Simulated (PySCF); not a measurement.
# GeHBr (SMILES [GeH][Br]): CCSDT/STO-6G

What is the energy change on altering one bond length of GeHBr at CCSDT/STO-6G? 

The calculation is run with PySCF 2.14.0.

6 further runs of the same task are left out: 6 set aside as unsound or not needed.

**1. Starting point**

GeHBr: 3 atoms, total charge 0, spin state singlet. As SMILES, `[GeH][Br]`. Geometry: relaxed at PBE0-D4/def2-TZVP.

Bond lengths: Ge1–Br2 2.339 Å, Ge1–H3 1.598 Å. Angles: Br2–Ge1–H3 93.3°.

**2. The energy at CCSDT/STO-6G**

The input, calc.py:

```python
from pyscf import gto, cc

system = gto.M(
    atom='''
Ge     0.679168    -1.624975     0.177634
Br     1.272920     2.678120     0.993807
H     -1.972874    -1.175788    -1.196575
''',
    basis='sto-6g',
    max_memory=1860,
    charge=0,
    verbose=3,
    unit='bohr',
)

hf = system.RHF()
hf.conv_tol = 1e-10
hf.kernel()
if not hf.converged:
    hf = hf.newton().run(hf.mo_coeff, hf.mo_occ)

mycc = cc.CCSDT(hf, frozen=18)
mycc.kernel()
energy = mycc.e_tot
print(f'total energy: {energy:.8f} hartree')
```

The run is started by

```sh
$ OMP_NUM_THREADS=1 python calc.py
```

The program printed:

```text
converged SCF energy = -4624.48119047243
_make_eris_incore_RCCSDT
RCCSDT converged
E(RCCSDT) = -4624.534489571685   E_corr = -0.05329909925314457
E_corr(same-spin) = -0.00369287306904433
E_corr(oppo-spin) = -0.0496062261841002
total energy: -4624.53448957 hartree
```

It took 3.9 s on 1 thread of Intel Xeon Platinum 8488C (Sapphire Rapids), shared host; peak memory 0.13 GiB.

**3. The distorted shape, same level**

The input, mol.xyz:

```xyz
3

Ge     0.202306    -1.998404    -0.121941
Br     0.673600     1.417200     0.525900
H     -1.201094    -1.760704    -0.849141
```

The input, run.py:

```python
from pyscf import gto, scf, cc

mol = gto.M(
    atom='mol.xyz',
    max_memory=1860,
    verbose=3,
    basis='sto-6g',
    spin=0,
)

hf = scf.RHF(mol)
hf.conv_tol = 1e-10
hf.kernel()
if not hf.converged:
    hf = hf.newton().run(hf.mo_coeff, hf.mo_occ)

mycc = cc.CCSDT(hf, frozen=18)
mycc.kernel()
etot = mycc.e_tot
print('E(%s) = %.9f' % ('CCSDT', etot))
```

The run is started by

```sh
$ OMP_NUM_THREADS=1 python run.py
```

The program printed:

```text
converged SCF energy = -4624.31263018055
_make_eris_incore_RCCSDT
RCCSDT converged
E(RCCSDT) = -4624.404109112678   E_corr = -0.09147893213016879
E_corr(same-spin) = -0.00145526956494309
E_corr(oppo-spin) = -0.0900236625652257
E(CCSDT) = -4624.404109113
```

Wall time 7.2 s (1 thread of Intel Xeon Platinum 8488C (Sapphire Rapids), shared host); peak memory 0.11 GiB.

**4. Results**

Level: CCSDT/STO-6G, 18 core orbitals frozen.

| quantity | value |
| --- | --- |
| first shape: total energy | -4624.53449 Eh |
| first shape: dipole moment (Hartree–Fock density) | 2.22 D |
| first shape: HOMO energy (Hartree–Fock orbitals) | -6.66 eV |
| first shape: LUMO energy (Hartree–Fock orbitals) | 3.82 eV |
| first shape: HOMO–LUMO gap (Hartree–Fock orbitals) | 10.48 eV |
| first shape: correlation energy (18 core orbitals frozen) | -53.3 mEh |
| first shape: T1 diagnostic | 0.010 |
| distorted shape: total energy | -4624.40411 Eh |
| distorted shape: dipole moment (Hartree–Fock density) | 7.99 D |
| distorted shape: HOMO energy (Hartree–Fock orbitals) | -4.74 eV |
| distorted shape: LUMO energy (Hartree–Fock orbitals) | 2.19 eV |
| distorted shape: HOMO–LUMO gap (Hartree–Fock orbitals) | 6.92 eV |
| distorted shape: correlation energy (18 core orbitals frozen) | -91.5 mEh |
| distorted shape: T1 diagnostic | 0.043 |
| energy change with the Ge1–Br2 bond stretched from 2.339 to 3.508 Å | 3.548 eV |

With the Ge1–Br2 bond stretched from 2.339 to 3.508 Å the energy rises by 3.55 eV (82 kcal/mol). The first shape isn't relaxed at this level, so the change isn't measured from a minimum. The minimal basis adds a large error of its own. The T1 diagnostic (distorted shape) of 0.043 is above the customary mark for such species, so a single reference may not serve. Mulliken charges (distorted shape) of the mean-field density run from -0.50 on Br2 to +0.64 on Ge1.
